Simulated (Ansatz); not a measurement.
**C₃F₆O: basis-set convergence**

How large a basis does C₃F₆O need? Two functionals are run in growing sets.

The runs use Ansatz 0.2.0, Gaussian basis; one geometry, several basis sets.

The runs, in order: PBE0-D4/def2-SVP; ωB97M-V/def2-SVP; PBE0-D4/def2-QZVPP; ωB97M-V/def2-QZVPP; the functionals' def2-TZVPP values are taken from earlier runs.

### 1 Structure used throughout

An earlier PBE0-D4 in a triple-zeta def2 set relaxation fixed the geometry.

SMILES `FC(F)(F)C1(F)OC1(F)F`, 10 atoms, charge 0, spin multiplicity 1.

Atoms are counted from 1 here; the program's logs count them from 0.

Bond lengths: F1–C2 1.329 Å, C2–F3 1.323 Å, C2–F4 1.329 Å, C2–C5 1.525 Å, C5–F6 1.331 Å, C5–O7 1.411 Å, C5–C8 1.452 Å, O7–C8 1.372 Å, C8–F9 1.318 Å, C8–F10 1.319 Å. Angles: F1–C2–F3 109.0°, F1–C2–F4 108.6°, F1–C2–C5 109.6°, F3–C2–F4 108.8°, F3–C2–C5 111.1°, F4–C2–C5 109.8°, C2–C5–F6 110.5°, C2–C5–O7 116.7°, C2–C5–C8 126.2°, F6–C5–O7 115.5°, F6–C5–C8 119.5°, O7–C5–C8 57.2°, C5–O7–C8 62.9°, C5–C8–O7 59.9°, C5–C8–F9 124.6°, C5–C8–F10 120.4°, O7–C8–F9 117.0°, O7–C8–F10 116.5° and more.

### 2 PBE0-D4 in def2-SVP

in.yaml reads:

```yaml
crystal:
  periodic: [false, false, false]
  atoms:
    - {symbol: F, position_ang: [-1.701083, -0.946194, 0.935182]}
    - {symbol: C, position_ang: [-1.145307, -0.550290, -0.205706]}
    - {symbol: F, position_ang: [-0.637405, -1.603988, -0.824777]}
    - {symbol: F, position_ang: [-2.088495, -0.016372, -0.974025]}
    - {symbol: C, position_ang: [-0.067522, 0.488366, 0.084941]}
    - {symbol: F, position_ang: [-0.595960, 1.556577, 0.676785]}
    - {symbol: O, position_ang: [0.847061, 0.760737, -0.954607]}
    - {symbol: C, position_ang: [1.357370, 0.234859, 0.205457]}
    - {symbol: F, position_ang: [1.913906, -0.956977, 0.127080]}
    - {symbol: F, position_ang: [2.117426, 1.033283, 0.929670]}
basis:
  gaussian: {orbitals: def2-SVP}
hamiltonian: {xc: pbe0, dispersion: d4}
output: {orbitals: {seedname: orbitals}}
```

Further steps of the session: ωB97M-V in def2-SVP; PBE0-D4 in def2-QZVPP; ωB97M-V in def2-QZVPP.

Q: Predict the results of all the runs planned. Wanted: PBE0-D4: double and triple zeta above quadruple; ωB97M-V: double and triple zeta above quadruple.

**Answer**, as computed:

| quantity | value |
| --- | --- |
| PBE0-D4: double and triple zeta above quadruple | 26.67, 1.06 eV |
| ωB97M-V: double and triple zeta above quadruple | 27.08, 0.99 eV |

For PBE0-D4 the step from double to triple zeta gains 25.61 eV and the next only 1.06 eV. These are total energies; as a rule much of such shifts cancels in differences, which this series doesn't test. The LUMO of ωB97M-V is positive and keeps falling with the basis (3.71 to 2.76 eV): an unbound level that the basis holds in place.
